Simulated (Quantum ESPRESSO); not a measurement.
# Rh (Fm-3m) in Quantum ESPRESSO: phonons and electron-phonon coupling with PBE, part 2 of 2

Quantum ESPRESSO 7.5. Earlier steps stand in the parts before.

### 2 Phonons and electron-phonon coupling, PBE

Contents of pw.in:

```
&CONTROL
  calculation = 'scf'
  prefix = 'pwscf'
  outdir = './tmp'
  pseudo_dir = './pseudo'
  tprnfor = .true.
  tstress = .true.
  disk_io = 'low'
/
&SYSTEM
  ibrav = 0
  nat = 1
  ntyp = 1
  ecutwfc = 45
  ecutrho = 360
  nbnd = 13
  occupations = 'smearing'
  smearing = 'mp'
  degauss = 0.01999163
/
&ELECTRONS
  conv_thr = 2d-10
  electron_maxstep = 120
  mixing_beta = 0.5
/
ATOMIC_SPECIES
Rh   102.9055 rh_pbe_v1.4.uspp.F.UPF
CELL_PARAMETERS angstrom
   0.0000000000    1.9015000000    1.9015000000
   1.9015000000    0.0000000000    1.9015000000
   1.9015000000    1.9015000000    0.0000000000
ATOMIC_POSITIONS crystal
Rh     0.0000000000    0.0000000000    0.0000000000
K_POINTS automatic
12 12 12 0 0 0
```

Contents of scf2.in:

```
&CONTROL
  calculation = 'scf'
  prefix = 'pwscf'
  outdir = './tmp'
  pseudo_dir = './pseudo'
  tprnfor = .true.
  tstress = .true.
  disk_io = 'low'
/
&SYSTEM
  ibrav = 0
  nat = 1
  ntyp = 1
  ecutwfc = 45
  ecutrho = 360
  nbnd = 13
  occupations = 'smearing'
  smearing = 'mp'
  degauss = 0.01999163
/
&ELECTRONS
  conv_thr = 1d-13
  electron_maxstep = 120
  mixing_beta = 0.5
  startingpot = 'file'
  startingwfc = 'file'
/
ATOMIC_SPECIES
Rh   102.9055 rh_pbe_v1.4.uspp.F.UPF
CELL_PARAMETERS angstrom
   0.0000000000    1.9015000000    1.9015000000
   1.9015000000    0.0000000000    1.9015000000
   1.9015000000    1.9015000000    0.0000000000
ATOMIC_POSITIONS crystal
Rh     0.0000000000    0.0000000000    0.0000000000
K_POINTS automatic
12 12 12 0 0 0
```

Contents of dense.in:

```
&CONTROL
  calculation = 'scf'
  prefix = 'pwscf'
  outdir = './tmp'
  pseudo_dir = './pseudo'
  tprnfor = .true.
  tstress = .true.
  disk_io = 'low'
/
&SYSTEM
  ibrav = 0
  nat = 1
  ntyp = 1
  ecutwfc = 45
  ecutrho = 360
  nbnd = 13
  occupations = 'smearing'
  smearing = 'mp'
  degauss = 0.01999163
  la2F = .true.
/
&ELECTRONS
  conv_thr = 1d-12
  electron_maxstep = 120
  mixing_beta = 0.5
  startingpot = 'file'
/
ATOMIC_SPECIES
Rh   102.9055 rh_pbe_v1.4.uspp.F.UPF
CELL_PARAMETERS angstrom
   0.0000000000    1.9015000000    1.9015000000
   1.9015000000    0.0000000000    1.9015000000
   1.9015000000    1.9015000000    0.0000000000
ATOMIC_POSITIONS crystal
Rh     0.0000000000    0.0000000000    0.0000000000
K_POINTS automatic
36 36 36 0 0 0
```

Contents of scf3.in:

```
&CONTROL
  calculation = 'scf'
  prefix = 'pwscf'
  outdir = './tmp'
  pseudo_dir = './pseudo'
  tprnfor = .true.
  tstress = .true.
  disk_io = 'low'
/
&SYSTEM
  ibrav = 0
  nat = 1
  ntyp = 1
  ecutwfc = 45
  ecutrho = 360
  nbnd = 13
  occupations = 'smearing'
  smearing = 'mp'
  degauss = 0.01999163
/
&ELECTRONS
  conv_thr = 1d-12
  electron_maxstep = 120
  mixing_beta = 0.5
  startingpot = 'file'
/
ATOMIC_SPECIES
Rh   102.9055 rh_pbe_v1.4.uspp.F.UPF
CELL_PARAMETERS angstrom
   0.0000000000    1.9015000000    1.9015000000
   1.9015000000    0.0000000000    1.9015000000
   1.9015000000    1.9015000000    0.0000000000
ATOMIC_POSITIONS crystal
Rh     0.0000000000    0.0000000000    0.0000000000
K_POINTS automatic
12 12 12 0 0 0
```

Contents of ph.in:

```
phonon_bands of Rh
&INPUTPH
  prefix = 'pwscf'
  outdir = './tmp'
  tr2_ph = 1d-18
  fildyn = 'dyn'
  niter_ph = 90
  alpha_mix(1) = 0.4
  ldisp = .true.
  nq1 = 4
  nq2 = 4
  nq3 = 4
  electron_phonon = 'interpolated'
  el_ph_sigma = 0.005
  el_ph_nsigma = 10
  fildvscf = 'dvscf'
/
```

Contents of q2r.in:

```
&INPUT
  fildyn = 'dyn'
  zasr = 'crystal'
  flfrc = 'fc'
  la2F = .true.
/
```

Contents of matdyn.in:

```
&INPUT
  asr = 'crystal'
  flfrc = 'fc'
  flfrq = 'freq'
  q_in_cryst_coord = .true.
  flvec = ' '
/
80
 0.0000000000  0.0000000000  0.0000000000
 0.0454545455  0.0000000000  0.0454545455
 0.0909090909  0.0000000000  0.0909090909
 0.1363636364  0.0000000000  0.1363636364
 0.1818181818  0.0000000000  0.1818181818
 0.2272727273  0.0000000000  0.2272727273
 0.2727272727  0.0000000000  0.2727272727
 0.3181818182  0.0000000000  0.3181818182
 0.3636363636  0.0000000000  0.3636363636
 0.4090909091  0.0000000000  0.4090909091
 0.4545454545  0.0000000000  0.4545454545
 0.5000000000  0.0000000000  0.5000000000
 0.5000000000  0.0500000000  0.5500000000
 0.5000000000  0.1000000000  0.6000000000
 0.5000000000  0.1500000000  0.6500000000
 0.5000000000  0.2000000000  0.7000000000
 0.5000000000  0.2500000000  0.7500000000
 0.4687500000  0.2812500000  0.7500000000
 0.4375000000  0.3125000000  0.7500000000
 0.4062500000  0.3437500000  0.7500000000
 0.3750000000  0.3750000000  0.7500000000
 0.3461538462  0.3461538462  0.6923076923
 0.3173076923  0.3173076923  0.6346153846
 0.2884615385  0.2884615385  0.5769230769
 0.2596153846  0.2596153846  0.5192307692
 0.2307692308  0.2307692308  0.4615384615
 0.2019230769  0.2019230769  0.4038461538
 0.1730769231  0.1730769231  0.3461538462
 0.1442307692  0.1442307692  0.2884615385
 0.1153846154  0.1153846154  0.2307692308
 0.0865384615  0.0865384615  0.1730769231
 0.0576923077  0.0576923077  0.1153846154
 0.0288461538  0.0288461538  0.0576923077
 0.0000000000  0.0000000000  0.0000000000
 0.0454545455  0.0454545455  0.0454545455
 0.0909090909  0.0909090909  0.0909090909
 0.1363636364  0.1363636364  0.1363636364
 0.1818181818  0.1818181818  0.1818181818
 0.2272727273  0.2272727273  0.2272727273
 0.2727272727  0.2727272727  0.2727272727
 0.3181818182  0.3181818182  0.3181818182
 0.3636363636  0.3636363636  0.3636363636
 0.4090909091  0.4090909091  0.4090909091
 0.4545454545  0.4545454545  0.4545454545
 0.5000000000  0.5000000000  0.5000000000
 0.5178571429  0.4642857143  0.5178571429
 0.5357142857  0.4285714286  0.5357142857
 0.5535714286  0.3928571429  0.5535714286
 0.5714285714  0.3571428571  0.5714285714
 0.5892857143  0.3214285714  0.5892857143
 0.6071428571  0.2857142857  0.6071428571
 0.6250000000  0.2500000000  0.6250000000
 0.5937500000  0.2500000000  0.6562500000
 0.5625000000  0.2500000000  0.6875000000
 0.5312500000  0.2500000000  0.7187500000
 0.5000000000  0.2500000000  0.7500000000
 0.5000000000  0.2750000000  0.7250000000
 0.5000000000  0.3000000000  0.7000000000
 0.5000000000  0.3250000000  0.6750000000
 0.5000000000  0.3500000000  0.6500000000
 0.5000000000  0.3750000000  0.6250000000
 0.5000000000  0.4000000000  0.6000000000
 0.5000000000  0.4250000000  0.5750000000
 0.5000000000  0.4500000000  0.5500000000
 0.5000000000  0.4750000000  0.5250000000
 0.5000000000  0.5000000000  0.5000000000
 0.4861111111  0.4861111111  0.5277777778
 0.4722222222  0.4722222222  0.5555555556
 0.4583333333  0.4583333333  0.5833333333
 0.4444444444  0.4444444444  0.6111111111
 0.4305555556  0.4305555556  0.6388888889
 0.4166666667  0.4166666667  0.6666666667
 0.4027777778  0.4027777778  0.6944444444
 0.3888888889  0.3888888889  0.7222222222
 0.3750000000  0.3750000000  0.7500000000
 0.6250000000  0.2500000000  0.6250000000
 0.5937500000  0.1875000000  0.5937500000
 0.5625000000  0.1250000000  0.5625000000
 0.5312500000  0.0625000000  0.5312500000
 0.5000000000  0.0000000000  0.5000000000
```

Contents of matdyn_dos.in:

```
&INPUT
  asr = 'crystal'
  flfrc = 'fc'
  dos = .true.
  fldos = 'phdos'
  nk1 = 18
  nk2 = 18
  nk3 = 18
  deltaE = 1
  flvec = ' '
  flfrq = ' '
/
```

Contents of matdyn_a2f.in:

```
&INPUT
  asr = 'crystal'
  flfrc = 'fc'
  la2F = .true.
  dos = .true.
  fldos = 'dos2'
  nk1 = 14
  nk2 = 14
  nk3 = 14
  ndos = 60
  el_ph_nsigma = 10
  flfrq = 'dosfreq2'
  flvec = ' '
/
```

Contents of matdyn_mesh.in:

```
&INPUT
  asr = 'crystal'
  flfrc = 'fc'
  flfrq = 'mesh'
  q_in_cryst_coord = .true.
  flvec = ' '
/
1000
 0.05000000  0.05000000  0.05000000
 0.05000000  0.05000000  0.15000000
 0.05000000  0.05000000  0.25000000
[... 997 further points of the even 10 x 10 x 10 mesh, shifted by half a step ...]
```

Potentials or basis: GBRV 1.5 PBE.

Run with:

```
$ OMP_NUM_THREADS=1 mpirun -n 4 pw.x -nk 4 -in pw.in > pw.out
$ OMP_NUM_THREADS=1 mpirun -n 4 pw.x -nk 4 -in scf2.in > scf2.out
$ OMP_NUM_THREADS=1 mpirun -n 4 pw.x -nk 4 -in dense.in > dense.out
$ OMP_NUM_THREADS=1 mpirun -n 4 pw.x -nk 4 -in scf3.in > scf3.out
$ OMP_NUM_THREADS=1 mpirun -n 4 ph.x -nk 4 -in ph.in > ph.out
$ OMP_NUM_THREADS=1 mpirun -n 1 q2r.x -in q2r.in > q2r.out
$ OMP_NUM_THREADS=1 mpirun -n 1 matdyn.x -in matdyn.in > matdyn.out
$ OMP_NUM_THREADS=1 mpirun -n 1 matdyn.x -in matdyn_dos.in > matdyn_dos.out
$ OMP_NUM_THREADS=1 mpirun -n 1 matdyn.x -in matdyn_a2f.in > matdyn_a2f.out
$ OMP_NUM_THREADS=1 mpirun -n 1 matdyn.x -in matdyn_mesh.in > matdyn_mesh.out
```

pw.out:

```text
This program is part of the open-source Quantum ESPRESSO suite
     for quantum simulation of materials; please cite
[... 6 lines left out ...]
     using ibrav=0 with symmetry is DISCOURAGED, use correct ibrav instead

     K-points division:     npool     =       4
     Subspace diagonalization in iterative solution of the eigenvalue problem:
     a serial algorithm will be used

     G-vector sticks info
     --------------------
     sticks:   dense  smooth     PW     G-vecs:    dense   smooth      PW
     Sum         649     313    109                10777     3767     749

     Using Slab Decomposition

     bravais-lattice index     =            0
     lattice parameter (alat)  =       5.0817  a.u.
     unit-cell volume          =      92.7931 (a.u.)^3
     number of atoms/cell      =            1
     number of atomic types    =            1
     number of electrons       =        15.00
     number of Kohn-Sham states=           13
     kinetic-energy cutoff     =      45.0000  Ry
     charge density cutoff     =     360.0000  Ry
     scf convergence threshold =      2.0E-10
     mixing beta               =       0.5000
     number of iterations used =            8  plain     mixing
     Exchange-correlation=  SLA  PW   PBX  PBC
                           (   1   4   3   4   0   0   0)

     celldm(1)=   5.081714  celldm(2)=   0.000000  celldm(3)=   0.000000
     celldm(4)=   0.000000  celldm(5)=   0.000000  celldm(6)=   0.000000

[... 8 lines left out ...]
               b(3) = (  0.707107  0.707107 -0.707107 )

     PseudoPot. # 1 for Rh read from file:
     rh_pbe_v1.4.uspp.F.UPF
     Pseudo is Ultrasoft + core correction, Zval = 15.0
     Generated by new atomic code, or converted to UPF format
     Using radial grid of  969 points,  7 beta functions with:
                l(1) =   0
                l(2) =   0
                l(3) =   1
                l(4) =   1
                l(5) =   2
                l(6) =   2
                l(7) =   2
     Q(r) pseudized with  8 coefficients,  rinner =    1.200   1.200   1.200
                                                       1.200   1.200

     atomic species   valence    mass     pseudopotential
     Rh               15.00   102.90550     Rh( 1.00)

     48 Sym. Ops., with inversion, found

   Cartesian axes

     site n.     atom                  positions (alat units)
         1        Rh     tau(   1) = (   0.0000000   0.0000000   0.0000000  )

     number of k points=    72  Methfessel-Paxton smearing, width (Ry)=  0.0200
                       cart. coord. in units 2pi/alat
        k(    1) = (   0.0000000   0.0000000   0.0000000), wk =   0.0011574
        k(    2) = (   0.0589256   0.0589256  -0.0589256), wk =   0.0092593
        k(    3) = (   0.1178511   0.1178511  -0.1178511), wk =   0.0092593
        k(    4) = (   0.1767767   0.1767767  -0.1767767), wk =   0.0092593
        k(    5) = (   0.2357023   0.2357023  -0.2357023), wk =   0.0092593
        k(    6) = (   0.2946278   0.2946278  -0.2946278), wk =   0.0092593
[... 64 lines left out ...]
        k(   71) = (  -0.7071068   0.2357023   0.0000000), wk =   0.0138889
        k(   72) = (  -0.7071068   0.3535534   0.0000000), wk =   0.0069444

     Dense  grid:    10777 G-vectors     FFT dimensions: (  32,  32,  32)

     Smooth grid:     3767 G-vectors     FFT dimensions: (  24,  24,  24)

     Initial potential from superposition of free atoms

     starting charge      14.4999, renormalised to      15.0000

     negative rho (up, down):  5.735E-02 0.000E+00
     Starting wfcs are   12 randomized atomic wfcs +    1 random wfcs

     Self-consistent Calculation

     iteration #  1     ecut=    45.00 Ry     beta= 0.50
     Davidson diagonalization with overlap
     ethr =  1.00E-02,  avg # of iterations =  4.1

     negative rho (up, down):  5.942E-02 0.000E+00

     total energy              =    -171.05230861 Ry
     estimated scf accuracy    <       0.54137424 Ry

     iteration #  2     ecut=    45.00 Ry     beta= 0.50
     Davidson diagonalization with overlap
     ethr =  3.61E-03,  avg # of iterations =  2.0

     negative rho (up, down):  5.927E-02 0.000E+00

     total energy              =    -171.19454869 Ry
     estimated scf accuracy    <       0.03093285 Ry
[... 37 lines left out ...]
     iteration #  7     ecut=    45.00 Ry     beta= 0.50
     Davidson diagonalization with overlap
     ethr =  4.04E-11,  avg # of iterations =  2.3

     negative rho (up, down):  5.940E-02 0.000E+00

     total energy              =    -171.20143837 Ry
     estimated scf accuracy    <          2.9E-10 Ry

     iteration #  8     ecut=    45.00 Ry     beta= 0.50
     Davidson diagonalization with overlap
     ethr =  1.90E-12,  avg # of iterations =  2.0

     negative rho (up, down):  5.940E-02 0.000E+00

     End of self-consistent calculation

          k = 0.0000 0.0000 0.0000 (   459 PWs)   bands (ev):

   -25.0150 -25.0150 -25.0150  13.4064  18.2934  18.2934  18.2934  20.3801
    20.3801  37.9755  43.4482  43.4482  43.4482

          k = 0.0589 0.0589-0.0589 (   495 PWs)   bands (ev):

   -25.0657 -25.0219 -25.0219  13.6836  18.1762  18.3997  18.3997  20.3243
    20.3243  38.3500  41.9220  43.8269  43.8269

          k = 0.1179 0.1179-0.1179 (   489 PWs)   bands (ev):

   -25.2029 -25.0405 -25.0405  14.4208  17.9680  18.6148  18.6148  20.2787
    20.2787  38.9781  39.5533  44.8542  44.8542

          k = 0.1768 0.1768-0.1768 (   483 PWs)   bands (ev):

   -25.3873 -25.0659 -25.0659  15.1989  18.1732  18.6559  18.6559  20.5481
    20.5481  36.6417  39.4155  46.0486  46.0486
[... 283 lines left out ...]
   -25.6430 -25.2938 -25.2632  15.5195  15.8165  20.4170  21.5664  21.9362
    24.8956  34.7865  35.1900  35.4988  44.5614

          k =-0.0589-0.5303 0.6482 (   471 PWs)   bands (ev):

   -25.6329 -25.3581 -25.2666  15.6726  16.1005  19.8305  21.0868  22.1732
    27.1902  32.5524  34.1011  35.6123  44.4708

          k =-0.0000-0.4714 0.5893 (   473 PWs)   bands (ev):

   -25.5753 -25.4422 -25.2438  16.0085  16.6726  18.9891  20.5646  21.9404
    29.4545  30.3236  33.3994  36.8571  43.9381

          k =-0.7071 0.1179-0.0000 (   464 PWs)   bands (ev):

   -25.6761 -25.3122 -25.2854  15.3152  15.6724  20.9838  21.5510  22.3575
    26.2320  33.4026  34.4257  34.5605  44.8408

          k =-0.2357-0.4714 0.7071 (   467 PWs)   bands (ev):

   -25.5615 -25.3144 -25.1802  16.7241  16.7865  18.0047  20.5107  20.9601
    24.6242  34.9227  35.4901  38.5875  45.3529

          k =-0.1768-0.4125 0.6482 (   475 PWs)   bands (ev):

   -25.5800 -25.3785 -25.2092  16.7111  17.0357  17.9168  20.1755  21.5722
    26.6684  32.1812  35.3852  37.3933  45.0187

          k =-0.1179-0.3536 0.5893 (   474 PWs)   bands (ev):

   -25.5843 -25.4026 -25.2218  16.7804  16.9468  18.0840  19.9538  21.8119
    28.5128  29.9696  36.0387  36.4131  44.5787
[... 13 lines left out ...]
   -25.5233 -25.4733 -25.2469  16.5710  17.4575  17.5951  20.1772  21.9221
    28.7670  31.7414  33.3718  36.1444  45.9679

          k =-0.7071 0.2357 0.0000 (   478 PWs)   bands (ev):

   -25.6004 -25.3904 -25.2892  15.9429  16.3994  19.1405  20.7046  22.3591
    28.6440  32.9378  33.0684  34.1763  45.8688

          k =-0.7071 0.3536 0.0000 (   464 PWs)   bands (ev):

   -25.4961 -25.4961 -25.2911  16.3574  17.5742  17.5742  20.1763  22.3600
    31.0315  31.0315  32.7266  34.0469  47.7873

     the Fermi energy is    21.3821 ev

!    total energy              =    -171.20143837 Ry
     estimated scf accuracy    <          3.0E-11 Ry
     smearing contrib. (-TS)   =       0.00060981 Ry
     internal energy E=F+TS    =    -171.20204818 Ry

     The total energy is F=E-TS. E is the sum of the following terms:
     one-electron contribution =     -22.65663153 Ry
     hartree contribution      =      24.95627923 Ry
     xc contribution           =     -29.95817285 Ry
     ewald contribution        =    -143.54352303 Ry

     convergence has been achieved in   8 iterations

     negative rho (up, down):  5.940E-02 0.000E+00

     Forces acting on atoms (cartesian axes, Ry/au):

     atom    1 type  1   force =     0.00000000    0.00000000    0.00000000

     Total force =     0.000000     Total SCF correction =     0.000000

     Computing stress (Cartesian axis) and pressure

     negative rho (up, down):  5.940E-02 0.000E+00
          total   stress  (Ry/bohr**3)                   (kbar)     P=       60.27
   0.00040973   0.00000000   0.00000000           60.27        0.00        0.00
   0.00000000   0.00040973   0.00000000            0.00       60.27        0.00
   0.00000000   0.00000000   0.00040973            0.00        0.00       60.27

=------------------------------------------------------------------------------=
   JOB DONE.
=------------------------------------------------------------------------------=
```

It took 18 min on 4 MPI ranks of Arm Neoverse V1, shared host; peak memory 0.36 GiB.

Results:

```
Free energy              : -2329.3142 eV
Pressure                 : 6.0 GPa
Band gap on the k mesh   : none (metal or under the smearing width)
Highest phonon frequency : 253 cm⁻¹
Zero-point energy        : 0.034 eV/atom
```

Levels at points of the mesh, in eV from the Fermi level:
```tsv
k point	band 5	band 6	band 7	band 8	band 9	band 10
(0.00, 0.00, 0.00)	-3.09	-3.09	-3.09	-1.00	-1.00	16.59
(0.00, 0.00, -0.50)	-3.17	-3.17	0.56	0.56	0.73	8.62
(0.00, -0.50, -0.50)	-5.96	0.53	0.97	0.97	3.28	12.24
```

Phonon frequencies in cm⁻¹ (negative: imaginary):
| q point | frequencies |
| --- | --- |
| (0.000, 0.000, 0.000) | 0 0 0 |
| (0.318, 0.000, 0.318) | 162 162 235 |
| (0.500, 0.150, 0.650) | 189 197 230 |
| (0.346, 0.346, 0.692) | 171 213 215 |
| (0.144, 0.144, 0.288) | 91 113 192 |
| (0.091, 0.091, 0.091) | 40 40 89 |
| (0.409, 0.409, 0.409) | 137 137 248 |
| (0.589, 0.321, 0.589) | 167 196 228 |
| (0.500, 0.275, 0.725) | 187 210 213 |
| (0.500, 0.450, 0.550) | 146 152 249 |
| (0.431, 0.431, 0.639) | 159 181 236 |
| (0.562, 0.125, 0.562) | 187 195 240 |

Phonon frequencies at the corners of the path (cm⁻¹, interpolated; i marks imaginary ones):
| point | frequencies |
| --- | --- |
| Γ | 0 0 0 |
| X | 190 190 246 |
| W | 189 211 211 |
| K | 177 208 223 |
| L | 143 143 253 |
| U | 177 208 223 |

Phonon states per cell in windows of 20 cm⁻¹ (negative: imaginary):
| from (cm⁻¹) | total |
| --- | --- |
| 0 | 0.00 |
| 20 | 0.00 |
| 40 | 0.02 |
| 60 | 0.04 |
| 80 | 0.07 |
| 100 | 0.12 |
| 120 | 0.23 |
| 140 | 0.47 |
| 160 | 0.55 |
| 180 | 0.48 |
| 200 | 0.19 |
| 220 | 0.68 |
| 240 | 0.16 |

Harmonic thermodynamics per atom at this volume (zero-point energy 33.5 meV, Debye temperature from the second moment 345 K):
```
 T (K)  free energy (meV)  entropy (k_B)  heat capacity Cv (k_B)
    50               33.3           0.19                    0.57
   100               30.9           0.99                    1.77
   200               15.3           2.54                    2.60
298.15              -11.0           3.63                    2.81
   500              -88.1           5.12                    2.93
   800             -239.6           6.50                    2.97
```

Electron-phonon coupling by broadening of the double delta (levels on a 36 × 36 × 36 mesh):
```csv
broadening (eV),λ,N(E_F) (states/eV a spin and cell),ω_log (K),"Tc, μ* 0.10 (K)","Tc, μ* 0.13 (K)"
0.07,0.47,0.582,244,2.3,1.3
0.14,0.41,0.639,242,1.2,0.5
0.20,0.41,0.657,242,1.1,0.5
0.27,0.40,0.671,242,1.1,0.5
0.34,0.40,0.684,243,1.0,0.4
0.41,0.39,0.694,243,0.9,0.4
0.48,0.39,0.699,243,0.9,0.3
0.54,0.38,0.701,244,0.8,0.3
0.61,0.38,0.699,244,0.8,0.3
0.68,0.38,0.696,245,0.7,0.3
```

The same from a weighted sum over the computed q points, without interpolation:
| broadening (eV) | λ | ω_log (K) | Tc, μ* 0.10 (K) | Tc, μ* 0.13 (K) |
| --- | --- | --- | --- | --- |
| 0.07 | 0.46 | 246 | 2.2 | 1.2 |
| 0.14 | 0.41 | 246 | 1.1 | 0.5 |
| 0.20 | 0.40 | 247 | 1.0 | 0.4 |
| 0.27 | 0.40 | 247 | 1.0 | 0.4 |
| 0.34 | 0.39 | 247 | 0.9 | 0.4 |
| 0.41 | 0.39 | 248 | 0.8 | 0.3 |
| 0.48 | 0.38 | 248 | 0.8 | 0.3 |
| 0.54 | 0.38 | 248 | 0.7 | 0.3 |
| 0.61 | 0.37 | 248 | 0.7 | 0.3 |
| 0.68 | 0.37 | 249 | 0.7 | 0.2 |

Eliashberg function at a broadening of 0.27 eV:
```tsv
cm⁻¹	α²F
6	0.000
19	0.000
32	0.000
45	0.002
58	0.004
71	0.010
84	0.016
96	0.030
109	0.048
122	0.080
135	0.139
148	0.263
161	0.318
173	0.382
186	0.438
199	0.246
212	0.021
225	0.291
238	0.484
251	0.014
```

Coupling and linewidth of each mode at the computed q points (broadening 0.27 eV):
```
                   q         cm⁻¹  λ of the modes  linewidths (GHz)
  (0.00, 0.00, 0.25)  100 100 204  0.16 0.16 0.07          13 13 23
 (0.00, 0.00, -0.50)  143 143 253  0.13 0.13 0.07          21 21 35
  (0.00, 0.25, 0.25)  137 137 212  0.11 0.11 0.04          16 16 15
 (0.00, 0.25, -0.50)  167 183 235  0.13 0.19 0.10          28 51 43
 (0.00, 0.25, -0.25)  142 173 233  0.15 0.18 0.09          24 41 37
(0.00, -0.50, -0.50)  190 190 246  0.16 0.17 0.14          47 47 64
(0.25, -0.50, -0.25)  189 211 211  0.17 0.14 0.14          49 48 49
```

Caveat: λ from interpolated matrix elements is rough: modes that symmetry makes equal can differ by tens of percent.
